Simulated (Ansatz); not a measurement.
# GeW (Fm-3m) in Ansatz: notebook

The runs below take GeW through relaxation of cell and atoms, single point, with BLYP+D3(BJ), BLYP+D4, PBE.

Program: Ansatz 0.2.0. These are calculated values, not measurements. Logs are shortened: lines on timing, memory, paths and dates and some standing lists are left out, and cuts for length are marked.

## (1) The structure

The structure is cubic, space group Fm-3m (No. 225). The conventional cell has a = 5.155 Å, b = 5.155 Å, c = 5.155 Å, α = 90.00°, β = 90.00°, γ = 90.00°. Ge (site symmetry m-3m) is surrounded by 6 W at 2.58 Å. W (site symmetry m-3m) has 6 Ge at 2.58 Å as nearest neighbours.

The cell was built by a generator and needn't be a form met in nature.

## (2) Relaxation of cell and atoms, BLYP+D3(BJ)

input.yaml reads:

```yaml
crystal:
  lattice:
    - [0.0, 2.57761, 2.57761]
    - [2.57761, 0.0, 2.57761]
    - [2.57761, 2.57761, 0.0]
  atoms:
    - { symbol: Ge, position: [0.5, 0.5, 0.5] }
    - { symbol: W, position: [0.0, 0.0, 0.0] }
hamiltonian:
  xc: blyp
  pseudopotentials: { kind: paw }
  dispersion: d3bj
kpoints:
  mp_grid: { grid: [9, 9, 9] }
scf:
  occupations: { method: fermi_dirac, width: 0.05 }
output:
  forces: true
  stress: true
  eigenvalues: true
relax:
  f_tol: 0.01
  max_steps: 40
  cell: { stress_tol: 0.05 }
```

Potentials or basis: Ansatz PAW.

On the command line:

```sh
$ ansatz run input.yaml --threads 2 --pin off --max-ram 5632MiB --backend cpu --events-out ev --progress --plain --runs-dir out
```

Standard output:

```text
Warning: RAYON_NUM_THREADS=2 ignored (pool sized by the plan → 2); use --threads N
Engine: ansatz 0.2.0, aarch64-unknown-linux-gnu
Pseudopotentials: kind: paw
Pseudopotential: Ge, paw, valence charge 14, recommended cutoff 420 eV (normal), Ge.paw.azcp
Pseudopotential: W, paw, valence charge 14, recommended cutoff 420 eV (normal), W.paw.azcp
Functional definition: BLYP
  parameter beta = 0.0042
  parameter a = 0.04918
  parameter b = 0.132
  parameter c = 0.2533
  parameter d = 0.349
  exchange = b88_x(beta = beta)
  correlation = lyp_c(a = a, b = b, c = c, d = d)
Crystal: 2 atoms, lattice volume = 34.252 Å³
Basis set: ecut = 420 eV, 645 PW (Γ), exchange–correlation on 50×50×50 points (8 copies of the dense FFT grid, shifted against one another)
Bands: 18, of which v1, the nominal top of the filled ones, is band 14 counted from 1 (13 counted from 0)
Symmetry: 48 space group operations
Space group: Fm-3m (ITA 225), of the structure as read, at distance tolerance 3.2e-5 Å
k-points: 35 of 729
Non-local potential: Ge, projectors of the file, l = 0: 2, l = 1: 2, l = 2: 3, l = 3: 1
Non-local potential: W, projectors of the file, l = 0: 3, l = 1: 2, l = 2: 2, l = 3: 1
PAW form: soft (Blöchl's): semilocal exchange-correlation on the pseudo side does not see the compensation charge
PAW frozen core: Ge, regenerated for the run's functional, and the local potential with it (the file was generated under x = pbe(κ = 0.804, μ = 0.2195149727645171), c = pbe(β = 0.06672455060314922))
PAW frozen core: W, regenerated for the run's functional, and the local potential with it (the file was generated under x = pbe(κ = 0.804, μ = 0.2195149727645171), c = pbe(β = 0.06672455060314922))
PAW one-centre angular grid: Ge, 590 points (default); XC on 64 Gauss nodes
PAW one-centre angular grid: W, 590 points (default); XC on 64 Gauss nodes
Initial density: superposition of atomic densities (neutral atoms: chi_scale 0, normalization atom), corrected by the library's trained network
Initial wavefunctions: pseudopotential atomic-orbital guess
Functional: x = b88, c = lyp
SCF iter   1: F=—  HF=-14714.730569 eV  |F-HF|=—  |Δ(HF+E_count)|=         —  Δρ=7.34e-3  dr2=1.98e-2  ethr=1.77e-3  ⟨swp⟩=5.9  Hψ=3193  notcnv=0
preconditioner: auto → Kerker (q_TF=auto, 2.638 Å⁻¹)  [metal: Δε(μ)=0.026 eV  Ē_g=16.976 eV  σ=0.050 eV  W_gap=0.13  n_scr=14 (ndim 8)  ℏωp=28.4 eV  f_vac=0.000  D(μ)=3.23/eV (n_scr^D=50)]
SCF iter   2: F=—  HF=-14714.727998 eV  |F-HF|=—  |Δ(HF+E_count)|=   2.57e-3  Δρ=4.78e-3  dr2=9.49e-3  ethr=7.05e-5  ⟨swp⟩=1.0  Hψ=910  notcnv=0
[... 40 lines left out ...]
preconditioner: auto → Kerker (q_TF=auto, 2.647 Å⁻¹)  [metal: Δε(μ)=0.007 eV  Ē_g=17.060 eV  σ=0.050 eV  W_gap=0.04  n_scr=14 (ndim 8)  ℏωp=28.7 eV  f_vac=0.000  D(μ)=3.20/eV (n_scr^D=50)]
SCF iter   2: F=—  HF=-14714.732977 eV  |F-HF|=—  |Δ(HF+E_count)|=   8.65e-6  Δρ=1.63e-5  dr2=2.76e-8  ethr=1.76e-10  ⟨swp⟩=2.0  Hψ=1046  notcnv=0
SCF iter   3: F=—  HF=-14714.732977 eV  |F-HF|=—  |Δ(HF+E_count)|=   4.64e-9  Δρ=5.51e-6  dr2=3.48e-9  ethr=9.86e-11  ⟨swp⟩=2.2  Hψ=1134  notcnv=0
SCF iter   4: F=—  HF=-14714.732977 eV  |F-HF|=—  |Δ(HF+E_count)|=  1.67e-10  Δρ=1.00e-6  dr2=1.94e-10  ethr=1.24e-11  ⟨swp⟩=2.0  Hψ=955  notcnv=0
SCF iter   5: F=-14714.732977 eV  HF=-14714.732977 eV  |F-HF|=7.28e-12  |Δ(HF+E_count)|=  1.62e-10  Δρ=2.47e-7  dr2=1.54e-11  ethr=1.00e-12  ⟨swp⟩=4.8  Hψ=2915  notcnv=0
SCF 5 converged in 5 iterations: F = -14714.732977 eV  dr2 = 1.54e-11
relax step   5: F+E_penalty+E_count = -14714.73297733 eV  Δ(F+E_penalty+E_count) = +1.794e-4 eV  max|allowed force component| = 3.024e-29 eV/Å  Δτ_max = 0.0000 Å  P = -0.003 GPa  Ω = 33.574 Å³  stress off target by 3.00e-3 GPa  SCF on the basis re-selected at this cell (its energy is not comparable with the rows above)  (5 SCF iters)
basis re-selected at this cell: Δ(F+E_penalty+E_count) = +1.794e-4 eV, ΔP = -0.001 GPa vs the last step (what re-selecting the basis moved, of the pressure what is left beyond the Pulay correction that the steps carried, after the strain that the cell walked since its last selection, with what the two solves' SCF thresholds leave and, on support functions, any second-order correction that the steps lacked; it is no measure of the basis error at this ecutwfc). This SCF's stress stands 3.00e-3 GPa from its target on what of the cell is left free (relax.cell.stress_tol is 5.00e-2 GPa) and its largest allowed force component is 3.02e-29 eV/Å (relax.f_tol is 1.00e-2 eV/Å): within both
SCF converged after 5 iterations
Free energy (F): -14714.732977 eV
Harris-Foulkes:  -14714.732977 eV  (|F-HF|=7.28e-12)
Internal energy: -14714.708361 eV  (E = F + TS)
E sigma→0 (E₀):  -14714.720669 eV
Entropy (-TS):   -0.024616 eV (-12.308 meV/atom)
Fermi energy:    17.496185 eV
--- Per-component energies (eV) ---
  E_band       = -179.799196
  E_kinetic    = 565.576545
  E_local      = -2787.636735  (includes V_loc(G=0)·N_el)
  E_nonlocal   = 418.188657
  E_hartree    = 1180.153159
  E_xc         = -337.827672
  E_vxc        = -297.197880  (∫ρ·V_xc dr)
  E_paw        = -10623.538115  (= ΣΔE_a)
  E_vpaw       = -439.036331  (= ΣTr[D̂ρ^β])
  E_aug_tail   = 0.000277  (compensation charges beyond the density's cutoff)
  E_ewald      = -3127.450930
  E_disp       = -2.474222  (pairwise vdW)
  E_core_change = 0.300675  (= ΣΔE_core)
  E_smearing   = -0.024616  (= −TS)
  E_closure    = 0.000000  (closes the sum)
  Σ components = -14714.732977   (vs F -14714.732977, Δ=0.00e0)
--- Forces (eV/Å), atoms counted from 1 ---
  atom   1  Ge     0.00000000    -0.00000000    -0.00000000
  atom   2  W     -0.00000000     0.00000000     0.00000000
  max |Σ_I F_I| component: 4.05e-29 eV/Å
--- Stress (GPa, compression-positive) ---
       -0.002998      -0.000000      -0.000000
       -0.000000      -0.002998      -0.000000
       -0.000000      -0.000000      -0.002998
  P = ⅓ Tr σ = -0.0030 GPa (-0.030 kbar)
--- Band table (eV; the first three rows and the last of 35) ---
  k-point 0: bands = ["-56.8718", "-21.1245", "-21.1245", "-21.1245", "-7.0916", "-7.0916", "-7.0305", "-7.0305", "-7.0305", "5.0645", "15.8726", "15.8726", "15.8726", "16.6054", "16.6054", "19.9125", "19.9125", "19.9125"]
  k-point 1: bands = ["-56.8714", "-21.1377", "-21.1269", "-21.1269", "-7.0868", "-7.0868", "-7.0293", "-7.0285", "-7.0285", "5.3091", "15.4255", "15.7450", "15.7450", "16.3030", "16.3030", "19.3508", "20.7991", "20.7991"]
  k-point 2: bands = ["-56.8703", "-21.1708", "-21.1330", "-21.1330", "-7.0746", "-7.0746", "-7.0262", "-7.0234", "-7.0234", "6.0193", "14.1613", "14.8795", "14.8795", "16.6822", "16.6822", "18.6996", "22.5664", "22.5664"]
  k-point 34: bands = ["-56.8671", "-21.2012", "-21.1874", "-21.1672", "-7.0827", "-7.0581", "-7.0236", "-7.0168", "-7.0035", "8.2165", "12.8787", "13.5709", "13.9645", "18.0680", "18.0715", "19.0584", "19.0607", "20.9903"]
--- Relaxed structure (4 steps of the walk, 4 accepted, 1 SCFs on fresh bases) ---
  F+E_penalty+E_count = -14714.73297733 eV   max|allowed force component| = 3.024e-29 eV/Å   (the final SCF, on the basis selected at the relaxed cell)
  cell:  # Å, volume = 33.5735 Å³
    - [-8.144633733831543e-34, 2.560485018718675, 2.560485018718675]
    - [2.560485018718675, -4.259412558748657e-34, 2.560485018718675]
    - [2.560485018718675, 2.560485018718675, -2.7387624676813793e-34]
  atoms:
    - { symbol: Ge, position: [0.49999999999999994, 0.49999999999999994, 0.49999999999999994] }
    - { symbol: W, position: [1.0211413896320224e-33, -8.468001767680265e-34, -8.468001767680337e-34] }
```

Run time: 4.5 s. Hardware: 2 threads of Arm Neoverse V1, shared host; peak memory 0.32 GiB.

What came out:

```
Free energy                            : -14714.7330 eV
Relaxed volume                         : 16.79 Å³/atom
Relaxed cell                           : a = 3.621 Å, b = 3.621 Å, c = 3.621 Å, α = 60.00°, β = 60.00°, γ = 60.00°
Space group after relaxing (to 0.05 Å) : Fm-3m (No. 225)
Energy gained by relaxing              : 3.6 meV/atom
Ionic steps                            : 5
Pressure after relaxing                : 0.0 GPa
Band gap on the k mesh                 : none (metal or under the smearing width)
```

Step by step:
```
step  energy change (eV)  largest force (eV/Å)  volume (Å³)
   1              0.0000                0.0000        34.25
   2             -0.0043                0.0000        33.13
   3             -0.0074                0.0000        33.59
   4             -0.0074                0.0000        33.57
   5             -0.0072                0.0000        33.57
```

Final structure:
```yaml
crystal:
  lattice:
    - [0.00000, 2.56049, 2.56049]
    - [2.56049, 0.00000, 2.56049]
    - [2.56049, 2.56049, 0.00000]
  atoms:
    - { symbol: Ge, position: [0.50000, 0.50000, 0.50000] }
    - { symbol: W, position: [0.00000, 0.00000, 0.00000] }
```

Levels at points of the mesh, in eV from the Fermi level:
| k point | band 11 | band 12 | band 13 | band 14 | band 15 | band 16 | band 17 | band 18 |
| --- | --- | --- | --- | --- | --- | --- | --- | --- |
| (0.00, 0.00, 0.00) | -1.62 | -1.62 | -1.62 | -0.89 | -0.89 | 2.42 | 2.42 | 2.42 |

Caveat: the plane-wave basis is chosen anew once the cell has moved, so the energies of steps on either side of that aren't comparable; pairwise dispersion overbinds metals, which lowers pressure and volume; the PAW data sets come from PBE, with cores solved anew for the run's functional, which leaves a small shift of forces and pressure. Spin-orbit coupling is left out, which matters for the levels of W.

## (3) Relaxation of cell and atoms, BLYP+D4

Changes to input.yaml since step 2:

```diff
@@ -11,3 +11,3 @@
   pseudopotentials: { kind: paw }
-  dispersion: d3bj
+  dispersion: d4
 kpoints:
```

Potentials or basis: Ansatz PAW.

On the command line:

```sh
$ ansatz run input.yaml --threads 2 --pin off --max-ram 5632MiB --backend cpu --events-out ev --progress --plain --runs-dir out
```

Run time: 3.8 s. Hardware: 2 threads of Arm Neoverse V1, shared host; peak memory 0.32 GiB.

Results (log left out):

```
Free energy                            : -14714.2491 eV
Relaxed volume                         : 17.07 Å³/atom
Relaxed cell                           : a = 3.641 Å, b = 3.641 Å, c = 3.641 Å, α = 60.00°, β = 60.00°, γ = 60.00°
Space group after relaxing (to 0.05 Å) : Fm-3m (No. 225)
Energy gained by relaxing              : 0.1 meV/atom
Ionic steps                            : 4
Pressure after relaxing                : 0.0 GPa
Band gap on the k mesh                 : none (metal or under the smearing width)
```

The path:
```
step  energy change (eV)  largest force (eV/Å)  volume (Å³)
   1              0.0000                0.0000        34.25
   2             -0.0002                0.0000        34.05
   3             -0.0003                0.0000        34.13
   4             -0.0002                0.0000        34.13
```

Final structure:
```cif
data_structure
_symmetry_space_group_name_H-M 'P 1'
_symmetry_Int_Tables_number 1
_cell_length_a 3.6410
_cell_length_b 3.6410
_cell_length_c 3.6410
_cell_angle_alpha 60.000
_cell_angle_beta 60.000
_cell_angle_gamma 60.000
_cell_volume 34.13
loop_
_atom_site_label
_atom_site_type_symbol
_atom_site_fract_x
_atom_site_fract_y
_atom_site_fract_z
_atom_site_occupancy
Ge1 Ge 0.50000 0.50000 0.50000 1
W1 W 0.00000 0.00000 0.00000 1
```

Levels at points of the mesh, in eV from the Fermi level:
```tsv
k point	band 10	band 11	band 12	band 13	band 14	band 15	band 16	band 17	band 18
(0.00, 0.00, 0.00)	-12.31	-1.58	-1.58	-1.58	-0.88	-0.88	2.38	2.38	2.38
```

Caveat: the plane-wave basis is chosen anew once the cell has moved, so the energies of steps on either side of that aren't comparable; pairwise dispersion overbinds metals, which lowers pressure and volume; the PAW data sets come from PBE, with cores solved anew for the run's functional, which leaves a small shift of forces and pressure.

## (4) Single point, PBE

input.yaml reads:

```yaml
crystal:
  lattice:
    - [0.0, 2.57761, 2.57761]
    - [2.57761, 0.0, 2.57761]
    - [2.57761, 2.57761, 0.0]
  atoms:
    - { symbol: Ge, position: [0.5, 0.5, 0.5] }
    - { symbol: W, position: [0.0, 0.0, 0.0] }
hamiltonian:
  xc: pbe
  pseudopotentials: { kind: paw }
kpoints:
  mp_grid: { grid: [9, 9, 9] }
scf:
  occupations: { method: gaussian, width: 0.029 }
output:
  forces: true
  stress: true
  eigenvalues: true
  write_density: true
  write_potential: true
  elf: true
  volumetric_format: npy
```

On the command line:

```sh
$ ansatz run input.yaml --threads 2 --pin off --max-ram 5632MiB --backend cpu --events-out ev --progress --plain --runs-dir out
```

Wall time 1.2 s (2 threads of Arm Neoverse V1, shared host); peak memory 0.31 GiB.

Results (log left out):

| Quantity | Value |
| --- | --- |
| Free energy | -14678.0435 eV |
| Pressure | 0.2 GPa |
| Band gap on the k mesh | none (metal or under the smearing width) |

Levels at points of the mesh, in eV from the Fermi level:
| k point | band 10 | band 11 | band 12 | band 13 | band 14 | band 15 | band 16 | band 17 | band 18 |
| --- | --- | --- | --- | --- | --- | --- | --- | --- | --- |
| (0.00, 0.00, 0.00) | -12.31 | -1.60 | -1.60 | -1.60 | -0.86 | -0.86 | 2.45 | 2.45 | 2.45 |

Spin-orbit coupling is left out, which matters for the levels of W.

## (5) Single point, PBE

Changes to input.yaml since step 4:

```diff
@@ -14,3 +14,3 @@
 scf:
-  occupations: { method: gaussian, width: 0.029 }
+  occupations: { method: gaussian, width: 0.03 }
 output:
@@ -19,5 +19 @@
   eigenvalues: true
-  write_density: true
-  write_potential: true
-  elf: true
-  volumetric_format: npy
```

Potentials or basis: Ansatz PAW.

On the command line:

```sh
$ ansatz run input.yaml --threads 2 --pin off --max-ram 5632MiB --backend cpu --events-out ev --progress --plain --runs-dir out
```

Standard output:

```text
Warning: RAYON_NUM_THREADS=2 ignored (pool sized by the plan → 2); use --threads N
[... 4 set-up lines as earlier in the session ...]
Functional definition: PBE
  parameter kappa = 0.804
  parameter beta = 0.06672455060314922
  exchange = pbe_x(kappa = kappa, mu = beta*pi^2/3)
  correlation = pbe_c(beta = beta)
Crystal: 2 atoms, lattice volume = 34.252 Å³
Basis set: ecut = 420 eV, 645 PW (Γ), exchange–correlation on 50×50×50 points (8 copies of the dense FFT grid, shifted against one another)
Bands: 18, of which v1, the nominal top of the filled ones, is band 14 counted from 1 (13 counted from 0)
[... 2 set-up lines as earlier in the session ...]
k-points: 35 of 729
[... 35 lines left out ...]
  E_aug_tail   = 0.000282  (compensation charges beyond the density's cutoff)
  E_ewald      = -3106.672946
  E_smearing   = -0.001737  (= −TS)
  E_closure    = 0.000000  (closes the sum)
  Σ components = -14678.043579   (vs F -14678.043579, Δ=0.00e0)
--- Forces (eV/Å), atoms counted from 1 ---
  atom   1  Ge     0.00000000    -0.00000000    -0.00000000
  atom   2  W     -0.00000000     0.00000000     0.00000000
  max |Σ_I F_I| component: 2.96e-29 eV/Å
--- Stress (GPa, compression-positive) ---
        0.173645       0.000000       0.000000
        0.000000       0.173645       0.000000
       -0.000000      -0.000000       0.173645
  P = ⅓ Tr σ = 0.1736 GPa (1.736 kbar)
--- Band table (eV; the first three rows and the last of 35) ---
  k-point 0: bands = ["-57.8197", "-22.0491", "-22.0491", "-22.0491", "-7.8293", "-7.8293", "-7.7698", "-7.7698", "-7.7698", "4.2829", "14.9929", "14.9929", "14.9929", "15.7286", "15.7286", "19.0405", "19.0405", "19.0405"]
  k-point 1: bands = ["-57.8193", "-22.0612", "-22.0513", "-22.0513", "-7.8249", "-7.8249", "-7.7687", "-7.7679", "-7.7679", "4.5243", "14.5407", "14.8774", "14.8774", "15.4327", "15.4327", "18.4642", "19.9015", "19.9015"]
  k-point 2: bands = ["-57.8184", "-22.0917", "-22.0568", "-22.0568", "-7.8139", "-7.8139", "-7.7659", "-7.7631", "-7.7631", "5.2264", "13.2736", "14.0427", "14.0427", "15.8032", "15.8032", "17.7947", "21.6248", "21.6248"]
  k-point 34: bands = ["-57.8155", "-22.1198", "-22.1072", "-22.0882", "-7.8214", "-7.7987", "-7.7635", "-7.7570", "-7.7444", "7.5035", "11.9488", "12.6095", "13.0790", "17.1447", "17.1649", "18.1104", "18.1488", "20.0264"]
```

Run time: 1.2 s. Hardware: 2 threads of Arm Neoverse V1, shared host; peak memory 0.3 GiB.

What came out:

```
Free energy            : -14678.0436 eV
Pressure               : 0.2 GPa
Band gap on the k mesh : none (metal or under the smearing width)
```

Levels at points of the mesh, in eV from the Fermi level:
```csv
k point,band 10,band 11,band 12,band 13,band 14,band 15,band 16,band 17,band 18
"(0.00, 0.00, 0.00)",-12.31,-1.60,-1.60,-1.60,-0.86,-0.86,2.45,2.45,2.45
```

## (6) Overview

| task | level | cell | smearing | gap on the mesh (eV) | pressure (GPa) | relaxed volume (Å³/atom) |
| --- | --- | --- | --- | --- | --- | --- |
| relaxation of cell and atoms | BLYP+D3(BJ) | relaxed | fermi-dirac 0.05 eV | none | 0.0 | 16.79 |
| relaxation of cell and atoms | BLYP+D4 | relaxed | fermi-dirac 0.05 eV | none | 0.0 | 17.07 |
| single point | PBE | as given | gaussian 0.029 eV | none | 0.2 | - |
| single point | PBE | as given | gaussian 0.03 eV | none | 0.2 | - |

Alike in all rows: potentials or basis Ansatz PAW; no spin polarisation; k mesh 9 × 9 × 9; cutoff (eV) 420.

Caveats: the plane-wave basis is chosen anew once the cell has moved, so the energies of steps on either side of that aren't comparable (some runs); pairwise dispersion overbinds metals, which lowers pressure and volume (some runs); the PAW data sets come from PBE, with cores solved anew for the run's functional, which leaves a small shift of forces and pressure (some runs).

Total energies depend on the potentials used, so only differences within one code and one set of settings carry meaning.
